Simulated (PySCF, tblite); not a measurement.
# C₄H₈F₃PS: geometry, infrared bands and NMR shifts

Wanted: the infrared bands and NMR shifts of C₄H₈F₃PS (`CC[P@](C)(=S)C(F)(F)F`), by calculation.

The runs use tblite 0.8.0 and PySCF 2.14.0, with density-fitted response routines of our own; the level of theory stands in each step. All values are computed, except where a source is named. Atoms count from 0, in the outputs and in this text.

## 1. The starting structure

17 atoms, charge 0, multiplicity 1; geometry from: force field or distance geometry start.

Bonds of the start (Å): C0–C1 1.53, C1–P2 1.81, P2–C3 1.83, P2–S4 1.97, P2–C5 1.76, C5–F6 1.34, C5–F7 1.34, C5–F8 1.33, C0–H9 1.08, C0–H10 1.10, C0–H11 1.09, C1–H12 1.10, C1–H13 1.09, C3–H14 1.10, C3–H15 1.10, C3–H16 1.08.

## 2. Optimising the geometry with GFN2-xTB

What the job is given:

```
{"job": {"kind": "relax", "xc": "GFN2-xTB", "basis": "xTB"}, "charge": 0, "multiplicity": 1}
C      2.045600    -0.907700    -0.000300
C      1.117500     0.290600    -0.221700
P     -0.484900     0.172400     0.613100
C     -1.308000     1.671200    -0.030600
S     -0.399600     0.154200     2.579600
C     -1.341800    -1.108600    -0.234200
F     -1.191700    -0.871200    -1.546800
F     -0.771700    -2.266200     0.120800
F     -2.619100    -1.051100     0.128200
H      2.990100    -0.746700    -0.500600
H      1.586000    -1.820000    -0.401700
H      2.230300    -1.069000     1.065700
H      1.619100     1.193000     0.158000
H      0.964400     0.421700    -1.289600
H     -0.791600     2.569400     0.330300
H     -2.348100     1.705200     0.332400
H     -1.303600     1.674800    -1.112600
```

Launch:

```bash
$ OMP_NUM_THREADS=1 python probes_run.py task.json out
```

This one command runs all jobs of the session in turn.

**Question.** This job is followed by: GFN2-xTB harmonic vibrations, gas phase; GIAO PBE0/pcSseg-1 NMR shielding, non-relativistic, gas phase. Predict these results of the whole session: strongest single infrared mode (GFN2-xTB); zero-point energy (GFN2-xTB); ¹³C shifts against TMS (PBE0/pcSseg-1); ¹H shifts against TMS (PBE0/pcSseg-1, means over atoms taken as alike); ³¹P shifts against H3PO4 (PBE0/pcSseg-1); ³³S shifts against CS2 (PBE0/pcSseg-1); ¹⁹F shifts against CFCl3 (PBE0/pcSseg-1, means over atoms taken as alike).

As calculated:

```
                                                                 quantity                       value
                                strongest single infrared mode (GFN2-xTB)       1045 cm⁻¹, 173 km/mol
                                             zero-point energy (GFN2-xTB)               73.3 kcal/mol
                                   ¹³C shifts against TMS (PBE0/pcSseg-1)  133.8, 30.2, 22.0, 8.4 ppm
   ¹H shifts against TMS (PBE0/pcSseg-1, means over atoms taken as alike)  2.18, 1.78, 1.49, 1.40 ppm
                                 ³¹P shifts against H3PO4 (PBE0/pcSseg-1)                    39.2 ppm
                                   ³³S shifts against CS2 (PBE0/pcSseg-1)                    -278 ppm
¹⁹F shifts against CFCl3 (PBE0/pcSseg-1, means over atoms taken as alike)                   -89.5 ppm
```

Over 81 steps the energy fell by 0.543 eV; of the close pairs, P2–C5 changed most, 1.759 to 1.908 Å. All 45 modes are real, so the xTB geometry is a minimum. The strongest single mode, at 1045 cm⁻¹, moves mainly C5. GFN2-xTB is a fitted tight-binding method: band positions and strengths are rough. Its intensities can rank the bands wrongly. At PBE0/pcSseg-1: The largest span, 241 ppm, is at P2, where the paramagnetic term is -686 ppm.
